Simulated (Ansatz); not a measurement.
# Cl2H2Se2Si: small, medium and large basis sets

The task here is to estimate one member of a computed series from the others.

Program: Ansatz 0.2.0, Gaussian basis. Level of theory: one geometry, several basis sets. These are calculated values, not measurements.

Levels to be run: PBE0-D4/def2-SVP; ωB97M-V/def2-SVP; PBE0-D4/def2-QZVPP; ωB97M-V/def2-QZVPP; the functionals' def2-TZVPP values are taken from earlier runs.

## The geometry

All runs share one geometry, relaxed beforehand with PBE0-D4 in a triple-zeta def2 set.

SMILES `Cl[Si](Cl)([SeH])[SeH]`, 7 atoms, charge 0, spin multiplicity 1.

Atoms are counted from 1 here; the program's logs count them from 0.

Bond lengths: Cl1–Si2 2.043 Å, Si2–Cl3 2.043 Å, Si2–Se4 2.257 Å, Si2–Se5 2.257 Å, Se4–H6 1.470 Å, Se5–H7 1.470 Å. Angles: Cl1–Si2–Cl3 108.6°, Cl1–Si2–Se4 113.2°, Cl1–Si2–Se5 103.8°, Cl3–Si2–Se4 103.8°, Cl3–Si2–Se5 113.2°, Se4–Si2–Se5 114.5°, Si2–Se4–H6 91.8°, Si2–Se5–H7 91.8°.

The first run:

in.yaml

```yaml
crystal:
  periodic: [false, false, false]
  atoms:
    - {symbol: Cl, position_ang: [-0.489389, -2.311733, -0.606350]}
    - {symbol: Si, position_ang: [0.182955, -0.541429, 0.160584]}
    - {symbol: Cl, position_ang: [1.567020, -0.941022, 1.609336]}
    - {symbol: Se, position_ang: [-1.417006, 0.617778, 1.250814]}
    - {symbol: Se, position_ang: [1.053422, 0.523243, -1.628541]}
    - {symbol: H, position_ang: [-2.159335, 0.853889, 0.004168]}
    - {symbol: H, position_ang: [1.323334, 1.731274, -0.835610]}
basis:
  gaussian: {orbitals: def2-SVP}
hamiltonian: {xc: pbe0, dispersion: d4}
output: {orbitals: {seedname: orbitals}}
```

Started as:

```
> ansatz run in.yaml --threads 4 --pin off --events-out ev --progress --plain --max-ram 11315MiB
```

Steps of the session up to this table: PBE0-D4 in def2-SVP; ωB97M-V in def2-SVP; PBE0-D4 in def2-QZVPP; ωB97M-V in def2-QZVPP.

One of the session's tables, all rows but one given; the rest of the session is left out.

It belongs to the step «Functionals by basis». 

```
functional       basis  HOMO (eV)
   PBE0-D4    def2-SVP      -7.35
   PBE0-D4  def2-TZVPP      -7.41
   PBE0-D4  def2-QZVPP      -7.43
   ωB97M-V    def2-SVP          ?
   ωB97M-V  def2-TZVPP      -9.53
   ωB97M-V  def2-QZVPP      -9.55
```

Estimate the missing values for ωB97M-V, def2-SVP.

The run gave: HOMO (eV): -9.44. In the column «HOMO (eV)» it lies between ωB97M-V, def2-TZVPP (-9.53) and PBE0-D4, def2-QZVPP (-7.43).
